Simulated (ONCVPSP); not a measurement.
# Ge: generating and testing an ONCV potential

Task: generate the file, and judge it by its errors in other configurations, its logarithmic derivatives, its ghosts and its cutoff.

The numbers are computed with ONCVPSP 4.0.1.1 (patched build) (PBE, scalar-relativistic, spin-unpolarised reference atom).

### 1 The design

Typed settings, in words:

| Quantity | Value |
| --- | --- |
| element | germanium (Ge, Z = 32) |
| type | optimised norm-conserving Vanderbilt (ONCV) |
| frozen core | [Ar] |
| valence charge | 14 |
| reference configuration | 3d10 4s2 4p1.5 (charge +0.5) |
| partial waves | 4s: rc 1.65 bohr, ncon 4, nbas 8, qcut 3.5 1/bohr, 2 projectors, debl 1.2 Ha; 4p: rc 1.95 bohr, ncon 4, nbas 9, qcut 5 1/bohr, 3 projectors, debl 1.1 Ha; 3d: rc 0.65 bohr, ncon 4, nbas 9, qcut 15 1/bohr, 2 projectors, debl 2.6 Ha |
| local potential | polynomial inside 0.50 bohr (lpopt 3, dvloc0 0 Ha) |
| core correction | Teter function, fcfact 4, rcfact 1.5 |

The nodes and maxima of the atom's own shells, from an earlier all-electron run, set the scale for the radii.

All-electron outer shells of the reference configuration (PBE, scalar-relativistic, ld1.x):

```csv
shell,level (eV),outermost node (bohr),outermost maximum (bohr)
3s,-172.73,0.26,0.54
3p,-119.86,0.23,0.54
3d,-33.54,–,0.50
4s,-15.60,0.77,1.73
4p,-7.38,0.82,2.14
```

### 2 Generating the potential

Input file Ge.dat:

```
# ATOM AND REFERENCE CONFIGURATION
# atsym  z   nc   nv     iexc    psfile
  Ge 32.00    5    3        4      upf
#
#   n    l    f
    1    0    2.00
    2    0    2.00
    2    1    6.00
    3    0    2.00
    3    1    6.00
    3    2   10.00
    4    0    2.00
    4    1    1.50
#
# PSEUDOPOTENTIAL AND OPTIMIZATION
# lmax
    2
#
#   l,   rc,      ep,       ncon, nbas, qcut
    0    1.65    0.00    4    8    3.50
    1    1.95    0.00    4    9    5.00
    2    0.65    0.00    4    9   15.00
#
# LOCAL POTENTIAL
# lloc, lpopt,  rc(5),   dvloc0
    4    3    0.50    0.00
#
# VANDERBILT-KLEINMAN-BYLANDER PROJECTORs
# l, nproj, debl
    0    2    1.20
    1    3    1.10
    2    2    2.60
#
# MODEL CORE CHARGE
# icmod, fcfact, rcfact
    3    4.00    1.50
#
# LOG DERIVATIVE ANALYSIS
# epsh1, epsh2, depsh
   -3.00    5.00    0.02
#
# OUTPUT GRID
# rlmax, drl
    6.00    0.01
#
# TEST CONFIGURATIONS
# ncnf
    4
# nvcnf
#   n    l    f
    3
    3    2   10.00
    4    0    2.00
    4    1    2.00
#
    3
    3    2   10.00
    4    0    2.00
    4    1    1.00
#
    3
    3    2   10.00
    4    0    2.00
    4    1    0.00
#
    3
    3    2    9.00
    4    0    2.00
    4    1    3.00
#
```

Started as:

```
$ oncvpsp.x < Ge.dat > Ge.out
```

What does the calculation give? Wanted: cutoffs for 1 and 0.1 mHa per electron, occupied waves; bound ghosts; GHOST(+) flags; largest test error; largest phase difference near zero energy, channels read; rms error of d²Exc/dn², without and with the model core.

The runs gave:

| quantity | value |
| --- | --- |
| cutoffs for 1 and 0.1 mHa per electron, occupied waves | 698 Ha and 810 Ha |
| bound ghosts | s at -388.63 eV |
| GHOST(+) flags | p at 2 eV, p at 1972 eV (1 near or above the test basis's cutoff) |
| largest test error (AE − PS) | -4.8 meV, for 3d10 4s2 4p0 (1 test unsolved) |
| largest phase difference near zero energy, channels read | 3.142 rad |
| rms error of d²Exc/dn², without and with the model core | 6.88 and 1.55 mHa |

In words: It has a bound ghost (s), a state that the atom doesn't have, and that rules the file out. By total energies transferability is very good where solved: the largest error is 4.8 meV on 20.1 eV, for 3d10 4s2 4p0. Atomic tests can pass in spite of a ghost, since they solve only for the levels asked. Of the tests 1 gave no usable energy difference, which is a warning in itself. By its cutoff, 698 Ha for the looser tolerance, it is very hard. At the looser tolerance the 3d wave is the slowest; 4s needs 18 Ha. Near zero energy the largest phase difference among the channels read is 3.14 rad, in the p channel. A step near π is an extra or missing state, not a misfit of shape. The pseudo curves have a pole with no partner nearby in the atom's: p at 0.06 Ha. At positive energy that is a spurious or a displaced resonance. The program also flags highly localised states, GHOST(+) (p). All of this concerns the isolated atom, not yet a solid.
